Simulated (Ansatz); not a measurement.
# CH₃FSSi: basis-set convergence

The task here is to estimate one member of a computed series from the others.

Program: Ansatz 0.2.0, Gaussian basis. Level of theory: one geometry, several basis sets. These are calculated values, not measurements.

Plan: PBE0-D4/def2-SVP; ωB97M-V/def2-SVP; PBE0-D4/def2-QZVPP; ωB97M-V/def2-QZVPP; the functionals' def2-TZVPP values are taken from earlier runs.

## Structure used throughout

The geometry comes from an earlier relaxation with PBE0-D4 in a triple-zeta def2 set; it is a stationary point, not always the lowest conformer.

SMILES `F[SiH]1CS1`, 7 atoms, charge 0, spin multiplicity 1.

Atoms are counted from 1 here; the program's logs count them from 0.

Bond lengths: F1–Si2 1.589 Å, Si2–C3 1.822 Å, Si2–S4 2.060 Å, Si2–H5 1.471 Å, C3–S4 1.891 Å, C3–H6 1.086 Å, C3–H7 1.086 Å. Angles: F1–Si2–C3 119.1°, F1–Si2–S4 120.4°, F1–Si2–H5 107.6°, C3–Si2–S4 57.9°, C3–Si2–H5 123.7°, S4–Si2–H5 121.4°, Si2–C3–S4 67.4°, Si2–C3–H6 119.6°, Si2–C3–H7 121.8°, S4–C3–H6 112.2°, S4–C3–H7 112.8°, H6–C3–H7 113.4°, Si2–S4–C3 54.7°.

Coordinates:

```mol
CH3FSSi
  3D, bonds by distance, orders not assigned

  7  7  0  0  0  0  0  0  0  0999 V2000
    0.4592   -1.7517   -1.1830 F   0  0
   -0.1256   -0.8704    0.0028 Si  0  0
    0.0273    0.9428   -0.0824 C   0  0
    1.1409    0.1807    1.2422 S   0  0
   -1.3098   -1.5656    0.5298 H   0  0
    0.5988    1.3950   -0.8878 H   0  0
   -0.7296    1.6013    0.3327 H   0  0
  1  2  8  0
  2  3  8  0
  3  4  8  0
  2  5  8  0
  3  6  8  0
  3  7  8  0
  2  4  8  0
M  END
```

Set-up of the first run:

in.yaml reads:

```yaml
crystal:
  periodic: [false, false, false]
  atoms:
    - {symbol: F, position_ang: [0.459243, -1.751701, -1.183024]}
    - {symbol: Si, position_ang: [-0.125605, -0.870448, 0.002839]}
    - {symbol: C, position_ang: [0.027273, 0.942771, -0.082401]}
    - {symbol: S, position_ang: [1.140944, 0.180708, 1.242221]}
    - {symbol: H, position_ang: [-1.309847, -1.565610, 0.529756]}
    - {symbol: H, position_ang: [0.598767, 1.394965, -0.887773]}
    - {symbol: H, position_ang: [-0.729574, 1.601314, 0.332683]}
basis:
  gaussian: {orbitals: def2-SVP}
hamiltonian: {xc: pbe0, dispersion: d4}
output: {orbitals: {seedname: orbitals}}
```

Command:

```console
$ ansatz run in.yaml --threads 2 --pin off --events-out ev --progress --plain --max-ram 4352MiB
```

Among the steps run: PBE0-D4 in def2-SVP; ωB97M-V in def2-SVP; PBE0-D4 in def2-QZVPP; ωB97M-V in def2-QZVPP.

One table of the session follows, with a row left open; its other results are not shown here.

It belongs to the step «Functionals by basis». 

```
functional       basis  HOMO (eV)  LUMO (eV)
   PBE0-D4    def2-SVP      -7.29       0.31
   PBE0-D4  def2-TZVPP          ?          ?
   PBE0-D4  def2-QZVPP      -7.40      -0.26
   ωB97M-V    def2-SVP      -9.43       2.43
   ωB97M-V  def2-TZVPP      -9.54       1.80
   ωB97M-V  def2-QZVPP      -9.58       1.26
```

Estimate the missing values for PBE0-D4, def2-TZVPP.

**Answer.** HOMO (eV): -7.37; LUMO (eV): -0.07. In the column «HOMO (eV)» it lies between PBE0-D4, def2-QZVPP (-7.40) and PBE0-D4, def2-SVP (-7.29).
